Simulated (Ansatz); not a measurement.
Task: a short molecular-dynamics run of AlCl₂H₃Si, SMILES [SiH3][Al]([Cl])[Cl], with Ansatz 0.2.0 through its Python package. Give the script and its output. Level of theory (for the species named): BLYP, 6-31G basis, multiplicity 1, D4 dispersion.

The script reads `alcl2h3si.xyz`:
```text
7

Si   -0.38660    0.94750   -0.25470
Al    0.46380   -1.11900    0.28810
Cl    2.34180   -1.24170    1.38570
Cl   -0.52090   -2.95160   -0.30560
H    -1.69510    0.79820   -1.01520
H    -0.68800    1.77120    0.96360
H     0.54620    1.72740   -1.10760
```

`md_alcl2h3si.py`
```python
"""A short Born-Oppenheimer trajectory of AlCl2H3Si."""

from dataclasses import dataclass

import ansatz
import numpy as np


@dataclass
class Options:
    basis_set: str = "6-31G"
    xc: str = "blyp"
    vdw: str = "d4"
    n_steps: int = 30
    temperature_k: int = 500


settings = Options()

mol = ansatz.Crystal.molecule_from_extxyz("alcl2h3si.xyz")

base = (
    mol.calculation()
    .basis(gaussian=settings.basis_set)
    .functional(settings.xc, dispersion=settings.vdw)
    .accuracy("medium")
)
symbols = [site.symbol for site in mol.cartesian_sites]
start = np.array([site.position_ang for site in mol.cartesian_sites], dtype=float)
rep = base.relax(force_tolerance=0.02).run(threads=1).report
end = np.array(rep["positions_ang"])
minimum = ansatz.Crystal.molecule()
for symbol, place in zip(symbols, end):
    minimum = minimum.atom(symbol, place.tolist())

# dynamics from the relaxed geometry
base = (
    minimum.calculation()
    .basis(gaussian=settings.basis_set)
    .functional(settings.xc, dispersion=settings.vdw)
    .accuracy("medium")
    .md("nvt_langevin", timestep=0.5, steps=settings.n_steps, temperature=settings.temperature_k, initial_velocities="maxwell_boltzmann", seed=58, friction=0.02)
)
frames = []
done = base.session().plan().execute(on_event=lambda e: frames.append(e["data"]) if e["event"] == "md_step" else None)
print("t (fs)   E_pot (eV)      E_kin (eV)   T (K)   d(0-1) (A)")
for f in frames[::2]:
    xyz = np.array(f["positions_ang"])
    print(f"{f['time_fs']:6.2f} {f['lagrangian_ev']:14.5f} {f['e_kin_ev']:10.5f} {f['temperature_k']:8.1f} {np.linalg.norm(xyz[0] - xyz[1]):9.4f}")
print("mean temperature", round(float(np.mean([f["temperature_k"] for f in frames])), 1), "K")
```

```console
$ python md_alcl2h3si.py
t (fs)   E_pot (eV)      E_kin (eV)   T (K)   d(0-1) (A)
  0.00   -39568.28380    0.38778    428.6    2.4559
  1.00   -39568.27167    0.37710    416.8    2.4544
  2.00   -39568.24613    0.31839    351.9    2.4526
  3.00   -39568.22199    0.25709    284.1    2.4515
  4.00   -39568.21170    0.30914    341.7    2.4497
  5.00   -39568.21256    0.32746    361.9    2.4477
  6.00   -39568.21820    0.33884    374.5    2.4466
  7.00   -39568.22130    0.35930    397.1    2.4455
  8.00   -39568.21087    0.41302    456.5    2.4446
  9.00   -39568.18689    0.35001    386.8    2.4450
 10.00   -39568.15492    0.32586    360.1    2.4455
 11.00   -39568.13065    0.33386    369.0    2.4475
 12.00   -39568.12124    0.25961    286.9    2.4498
 13.00   -39568.12613    0.23131    255.6    2.4515
 14.00   -39568.13613    0.23588    260.7    2.4541
 15.00   -39568.14746    0.31229    345.1    2.4564
mean temperature 353.9 K
```

Caveats:
- These settings explore the input space; basis and method may be short of convergence.
- The trajectory is only some femtoseconds long, so its temperature is not equilibrated; where the script doesn't relax first, it starts from a rough generated geometry.
- The printed temperature counts all 3N degrees of freedom under Langevin dynamics, so the first row lies under the target.
- It ran for 94 s on 1 thread of Arm Neoverse V1, on a shared host, peak memory 0.21 GiB.
